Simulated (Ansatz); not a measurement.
**C₉H₁₈O: how energies converge with the basis set**

How large a basis does C₉H₁₈O need? Two functionals are run in growing sets.

Method: one geometry, several basis sets; program: Ansatz 0.2.0, Gaussian basis.

Plan: PBE0-D4/def2-SVP; ωB97M-V/def2-SVP; PBE0-D4/def2-QZVPP; ωB97M-V/def2-QZVPP; the functionals' def2-TZVPP values are taken from earlier runs.

## (1) The relaxed structure

An earlier PBE0-D4 in a triple-zeta def2 set relaxation fixed the geometry.

28 atoms, charge 0, spin multiplicity 1.

Atoms are counted from 1 here; the program's logs count them from 0.

Bond lengths: C1–C2 1.518 Å, C1–H11 1.094 Å, C1–H12 1.093 Å, C1–H13 1.092 Å, C2–C3 1.521 Å, C2–H14 1.094 Å, C2–H15 1.097 Å, C3–C4 1.516 Å, C3–H16 1.095 Å, C3–H17 1.094 Å, C4–C5 1.512 Å, C4–H18 1.097 Å, C4–H19 1.099 Å, C5–O6 1.207 Å, C5–C7 1.509 Å, C7–C8 1.528 Å, C7–H20 1.095 Å, C7–H21 1.093 Å and more. Angles: C2–C1–H11 111.2°, C2–C1–H12 110.9°, C2–C1–H13 111.6°, H11–C1–H12 107.6°, H11–C1–H13 107.7°, H12–C1–H13 107.7°, C1–C2–C3 112.7°, C1–C2–H14 109.6°, C1–C2–H15 109.7°, C3–C2–H14 109.1°, C3–C2–H15 109.1°, H14–C2–H15 106.6°, C2–C3–C4 113.0°, C2–C3–H16 109.4°, C2–C3–H17 109.3°, C4–C3–H16 109.3°, C4–C3–H17 108.8°, H16–C3–H17 106.9° and more.

## (2) PBE0-D4 in def2-SVP

in.yaml reads:

```yaml
crystal:
  periodic: [false, false, false]
  atoms:
    - {symbol: C, position_ang: [-3.012261, -2.527485, -1.475235]}
    - {symbol: C, position_ang: [-2.073685, -1.445989, -0.971039]}
    - {symbol: C, position_ang: [-2.484770, -0.900423, 0.387909]}
    - {symbol: C, position_ang: [-1.541061, 0.165439, 0.908461]}
    - {symbol: C, position_ang: [-0.198017, -0.358762, 1.362646]}
    - {symbol: O, position_ang: [-0.002701, -1.530956, 1.575156]}
    - {symbol: C, position_ang: [0.903474, 0.660072, 1.519242]}
    - {symbol: C, position_ang: [1.695771, 0.779749, 0.217718]}
    - {symbol: C, position_ang: [2.818642, 1.800167, 0.302882]}
    - {symbol: C, position_ang: [3.612122, 1.907382, -0.987429]}
    - {symbol: H, position_ang: [-4.035611, -2.152086, -1.568210]}
    - {symbol: H, position_ang: [-3.033671, -3.376899, -0.787187]}
    - {symbol: H, position_ang: [-2.705283, -2.901285, -2.454677]}
    - {symbol: H, position_ang: [-1.057137, -1.845233, -0.903271]}
    - {symbol: H, position_ang: [-2.038183, -0.621679, -1.693992]}
    - {symbol: H, position_ang: [-3.496916, -0.486956, 0.322832]}
    - {symbol: H, position_ang: [-2.521692, -1.720978, 1.110693]}
    - {symbol: H, position_ang: [-1.377616, 0.955722, 0.165569]}
    - {symbol: H, position_ang: [-1.967415, 0.678995, 1.781187]}
    - {symbol: H, position_ang: [0.485441, 1.636248, 1.786350]}
    - {symbol: H, position_ang: [1.564230, 0.329691, 2.324178]}
    - {symbol: H, position_ang: [1.021095, 1.051419, -0.603326]}
    - {symbol: H, position_ang: [2.107239, -0.203309, -0.034146]}
    - {symbol: H, position_ang: [2.398575, 2.778840, 0.561913]}
    - {symbol: H, position_ang: [3.487303, 1.528877, 1.127463]}
    - {symbol: H, position_ang: [2.970712, 2.206080, -1.821342]}
    - {symbol: H, position_ang: [4.413658, 2.644668, -0.904541]}
    - {symbol: H, position_ang: [4.067761, 0.948705, -1.249823]}
basis:
  gaussian: {orbitals: def2-SVP}
hamiltonian: {xc: pbe0, dispersion: d4}
output: {orbitals: {seedname: orbitals}}
```

On the command line:

```sh
$ ansatz run in.yaml --threads 4 --pin off --events-out ev --progress --plain --max-ram 66560MiB --backend cpu
```

The runs that follow: ωB97M-V in def2-SVP; PBE0-D4 in def2-QZVPP; ωB97M-V in def2-QZVPP.

Q: Predict the results of all the runs planned. Wanted: PBE0-D4: double and triple zeta above quadruple; ωB97M-V: double and triple zeta above quadruple.

As calculated:

| quantity | value |
| --- | --- |
| PBE0-D4: double and triple zeta above quadruple | 13.33, 0.65 eV |
| ωB97M-V: double and triple zeta above quadruple | 14.03, 0.63 eV |

**Reading.** For PBE0-D4 the step from double to triple zeta gains 12.68 eV and the next only 0.65 eV. These are total energies; as a rule much of such shifts cancels in differences, which this series doesn't test.
